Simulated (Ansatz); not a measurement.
**H4SSiSn: up Jacob's ladder to CCSD(T)**

The task here is to estimate one member of a computed series from the others.

Program: Ansatz 0.2.0, Gaussian basis. Level of theory: functionals in def2-TZVPP, the program's frozen cores in correlated methods. These are calculated values, not measurements.

The runs, in order: LDA (SPW92), PBE-D4, revPBE-D4, BLYP-D4, r2SCAN-D4, B97M-V, PBE0-D4, B3LYP-D4, r2SCANh-D4, r2SCAN0-D4, HSE06-D4, BHLYP-D4, CAM-B3LYP-D4, LC-ωPBE, ωB97X-V, ωB97M-V, B2PLYP, PBE-QIDH; CCSD(T)/def2-SVP; CCSD(T)/def2-TZVPP; MP2/def2-QZVPP; extrapolation to the limit; RPA on PBE.

### Structure used throughout

All runs share one geometry, relaxed beforehand with PBE0-D4 in a triple-zeta def2 set. Sn takes the def2 core potential; no spin-orbit term is included.

SMILES `[SiH2]1[S][SnH2]1`, 7 atoms, charge 0, spin multiplicity 1.

Atoms are counted from 1 here; the program's logs count them from 0.

Bond lengths: Si1–S2 2.114 Å, Si1–Sn3 2.473 Å, Si1–H4 1.483 Å, Si1–H5 1.483 Å, S2–Sn3 2.498 Å, Sn3–H6 1.701 Å, Sn3–H7 1.701 Å. Angles: S2–Si1–Sn3 65.4°, S2–Si1–H4 117.7°, S2–Si1–H5 117.7°, Sn3–Si1–H4 119.3°, Sn3–Si1–H5 119.3°, H4–Si1–H5 110.9°, Si1–S2–Sn3 64.2°, Si1–Sn3–S2 50.3°, Si1–Sn3–H6 124.0°, Si1–Sn3–H7 123.9°, S2–Sn3–H6 108.9°, S2–Sn3–H7 108.8°, H6–Sn3–H7 111.9°.

Set-up of the first run:

Input file in.yaml:

```yaml
crystal:
  periodic: [false, false, false]
  atoms:
    - {symbol: Si, position_ang: [-0.944552, -0.064262, -0.830691]}
    - {symbol: S, position_ang: [-0.249666, -1.764577, 0.216427]}
    - {symbol: Sn, position_ang: [0.937409, 0.376640, 0.711363]}
    - {symbol: H, position_ang: [-2.294781, 0.447927, -0.493084]}
    - {symbol: H, position_ang: [-0.710411, -0.013281, -2.294233]}
    - {symbol: H, position_ang: [0.748771, 0.740796, 2.361730]}
    - {symbol: H, position_ang: [2.574528, 0.208857, 0.282890]}
basis:
  gaussian: {orbitals: def2-TZVPP}
hamiltonian: {xc: lda}
output: {orbitals: {seedname: orbitals}}
```

On the command line:

```
$ ansatz run in.yaml --threads 2 --pin off --events-out ev --progress --plain --max-ram 4352MiB
```

Among the steps run: LDA; PBE-D4 (GGA); revPBE-D4 (GGA); BLYP-D4 (GGA); r2SCAN-D4 (meta-GGA); B97M-V (meta-GGA); B3LYP-D4 (hybrid); r2SCANh-D4 (hybrid); r2SCAN0-D4 (hybrid); HSE06-D4 (hybrid); BHLYP-D4 (hybrid); CAM-B3LYP-D4 (range-separated); LC-ωPBE (range-separated); ωB97X-V (range-separated); ωB97M-V (range-separated); B2PLYP (double hybrid); PBE-QIDH (double hybrid).

One of the session's tables, all rows but one given; the rest of the session is left out.

It belongs to the step «Frontier levels by functional». 

```
  functional  HOMO (eV)  LUMO (eV)  gap (eV)
 LDA (SPW92)      -6.13      -2.27      3.85
      PBE-D4          ?          ?         ?
   revPBE-D4      -5.97      -2.02      3.94
     BLYP-D4      -5.85      -2.01      3.84
   r2SCAN-D4      -6.23      -1.90      4.34
      B97M-V      -6.25      -1.99      4.26
     PBE0-D4      -6.94      -1.34      5.60
    B3LYP-D4      -6.74      -1.56      5.18
  r2SCANh-D4      -6.57      -1.63      4.94
  r2SCAN0-D4      -7.08      -1.23      5.85
    HSE06-D4      -6.55      -1.70      4.85
    BHLYP-D4      -7.71      -0.56      7.15
CAM-B3LYP-D4      -8.05      -0.42      7.64
     LC-ωPBE      -9.26       0.63      9.88
     ωB97X-V      -8.97       0.54      9.51
     ωB97M-V      -8.83       0.32      9.15
```

Estimate the missing values for PBE-D4.

The run gave: HOMO (eV): -6.02; LUMO (eV): -2.09; gap (eV): 3.93. In the column «HOMO (eV)» it lies between LDA (SPW92) (-6.13) and revPBE-D4 (-5.97).
